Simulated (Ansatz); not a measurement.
# Cs: the cost of one run

Computed with Ansatz 0.2.0 (DFT PBEsol, scalar-relativistic, plane waves, PAW, unless a step's input says otherwise).

1 further run of the same task is left out (set aside as unsound or not needed).

## Step 1: The system as given

It takes space group Im-3m (No. 229, cubic). The conventional cell has a = 4.235 Å, b = 4.235 Å, c = 4.235 Å, α = 90.00°, β = 90.00°, γ = 90.00°. Around Na (site symmetry m-3m) lie 8 Na at 3.67 Å.

Coordinates:

```
CELL_PARAMETERS angstrom
-2.11750 2.11750 2.11750
2.11750 -2.11750 2.11750
2.11750 2.11750 -2.11750
ATOMIC_POSITIONS crystal
Na 0.00000 0.00000 0.00000
```

The structure comes from the Crystallography Open Database.

## Step 2: One element swapped, cell strained: Na → Cs, first probe

The change: Cs takes all sites of Na, and lengths are scaled by 1.282 as a first guess of the size; strain xx, yy, zz, yz, xz, xy = -1.7, -1.7, -1.7, +0.0, +0.0, +0.0 %.

File input.yaml:

```yaml
crystal:
  lattice:
    - [-2.6670870733, 2.6670870733, 2.6670870733]
    - [2.6670870733, -2.6670870733, 2.6670870733]
    - [2.6670870733, 2.6670870733, -2.6670870733]
  atoms:
    - { symbol: Cs, position: [0.0, 0.0, 0.0] }
basis:
  ecutwfc: 420
kpoints:
  mp_grid: { grid: [6, 6, 6] }
hamiltonian:
  xc: pbesol
scf:
  occupations: { method: gaussian, width: 0.1 }
output:
  forces: true
  stress: true
  eigenvalues: true
```

What time and memory should one allow on 1 thread of an Arm CPU, shared host?

About 1.8 s, with a peak of 0.29 GiB.
